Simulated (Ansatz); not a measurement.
# CH9N3OSn: one species, many methods

One table from this session's results is given with a row withheld; the runs are named, their logs left out.

Method: functionals in def2-TZVPP, the program's frozen cores in correlated methods; program: Ansatz 0.2.0, Gaussian basis.

Levels to be run: LDA (SPW92), PBE-D4, revPBE-D4, BLYP-D4, r2SCAN-D4, B97M-V, PBE0-D4, B3LYP-D4, r2SCANh-D4, r2SCAN0-D4, HSE06-D4, BHLYP-D4, CAM-B3LYP-D4, LC-ωPBE, ωB97X-V, ωB97M-V, B2PLYP, PBE-QIDH; CCSD(T)/def2-SVP; MP2/def2-TZVPP; MP2/def2-QZVPP; RPA on PBE.

## The geometry

The geometry comes from an earlier relaxation with PBE0-D4 in a triple-zeta def2 set; it is a stationary point, not always the lowest conformer. Sn takes the def2 core potential; no spin-orbit term is included.

SMILES `C[O][Sn]([NH2])([NH2])[NH2]`, 15 atoms, charge 0, spin multiplicity 1.

Atoms are counted from 1 here; the program's logs count them from 0.

Bond lengths: C1–O2 1.407 Å, C1–H7 1.094 Å, C1–H8 1.098 Å, C1–H9 1.097 Å, O2–Sn3 1.957 Å, Sn3–N4 2.017 Å, Sn3–N5 2.004 Å, Sn3–N6 2.020 Å, N4–H10 1.012 Å, N4–H11 1.013 Å, N5–H12 1.010 Å, N5–H13 1.010 Å, N6–H14 1.012 Å, N6–H15 1.012 Å. Angles: O2–C1–H7 108.3°, O2–C1–H8 112.0°, O2–C1–H9 112.4°, H7–C1–H8 107.9°, H7–C1–H9 108.0°, H8–C1–H9 108.1°, C1–O2–Sn3 120.4°, O2–Sn3–N4 102.1°, O2–Sn3–N5 109.7°, O2–Sn3–N6 106.4°, N4–Sn3–N5 109.9°, N4–Sn3–N6 121.1°, N5–Sn3–N6 107.3°, Sn3–N4–H10 113.8°, Sn3–N4–H11 110.7°, H10–N4–H11 107.7°, Sn3–N5–H12 114.4°, Sn3–N5–H13 115.4° and more.

The first run:

Input file in.yaml:

```yaml
crystal:
  periodic: [false, false, false]
  atoms:
    - {symbol: C, position_ang: [-0.573402, -1.351645, 1.876893]}
    - {symbol: O, position_ang: [-0.069840, -1.426622, 0.564920]}
    - {symbol: Sn, position_ang: [0.210254, 0.202218, -0.483168]}
    - {symbol: N, position_ang: [1.626640, -0.379429, -1.796417]}
    - {symbol: N, position_ang: [0.930551, 1.650275, 0.699772]}
    - {symbol: N, position_ang: [-1.614569, 0.795479, -1.113343]}
    - {symbol: H, position_ang: [-0.461845, -2.334981, 2.343925]}
    - {symbol: H, position_ang: [-1.639555, -1.089278, 1.893883]}
    - {symbol: H, position_ang: [-0.033010, -0.620769, 2.491610]}
    - {symbol: H, position_ang: [1.377802, -0.215740, -2.763460]}
    - {symbol: H, position_ang: [1.828507, -1.367013, -1.692382]}
    - {symbol: H, position_ang: [1.845978, 1.987152, 0.437347]}
    - {symbol: H, position_ang: [0.311612, 2.433453, 0.852880]}
    - {symbol: H, position_ang: [-1.612339, 1.603655, -1.721678]}
    - {symbol: H, position_ang: [-2.148685, 0.062343, -1.561581]}
basis:
  gaussian: {orbitals: def2-TZVPP}
hamiltonian: {xc: lda}
output: {orbitals: {seedname: orbitals}}
```

Command:

```bash
ansatz run in.yaml --threads 4 --pin off --events-out ev --progress --plain --max-ram 11315MiB
```

Steps of the session up to this table: LDA; PBE-D4 (GGA); revPBE-D4 (GGA); BLYP-D4 (GGA); r2SCAN-D4 (meta-GGA); B97M-V (meta-GGA); B3LYP-D4 (hybrid); r2SCANh-D4 (hybrid); r2SCAN0-D4 (hybrid); HSE06-D4 (hybrid); BHLYP-D4 (hybrid); CAM-B3LYP-D4 (range-separated); LC-ωPBE (range-separated); ωB97X-V (range-separated); ωB97M-V (range-separated); B2PLYP (double hybrid); PBE-QIDH (double hybrid).

One table of the session follows, with a row left open; its other results are not shown here.

It belongs to the step «Orbital energies across the functionals». 

| functional | HOMO (eV) | gap (eV) |
| --- | --- | --- |
| LDA (SPW92) | -5.85 | 4.16 |
| PBE-D4 | ? | ? |
| revPBE-D4 | -5.62 | 4.28 |
| BLYP-D4 | -5.57 | 4.13 |
| r2SCAN-D4 | -5.99 | 4.90 |
| B97M-V | -6.07 | 4.77 |
| PBE0-D4 | -7.13 | 6.59 |
| B3LYP-D4 | -6.88 | 6.00 |
| r2SCANh-D4 | -6.53 | 5.76 |
| r2SCAN0-D4 | -7.35 | 7.05 |
| HSE06-D4 | -6.72 | 5.82 |
| BHLYP-D4 | -8.48 | 8.71 |
| CAM-B3LYP-D4 | -8.56 | 8.89 |
| LC-ωPBE | -9.96 | 11.63 |
| ωB97X-V | -9.58 | 11.01 |
| ωB97M-V | -9.49 | 10.59 |

Estimate the missing values for PBE-D4.

As computed: HOMO (eV): -5.68; gap (eV): 4.23. In the column «HOMO (eV)» it lies between LDA (SPW92) (-5.85) and revPBE-D4 (-5.62).
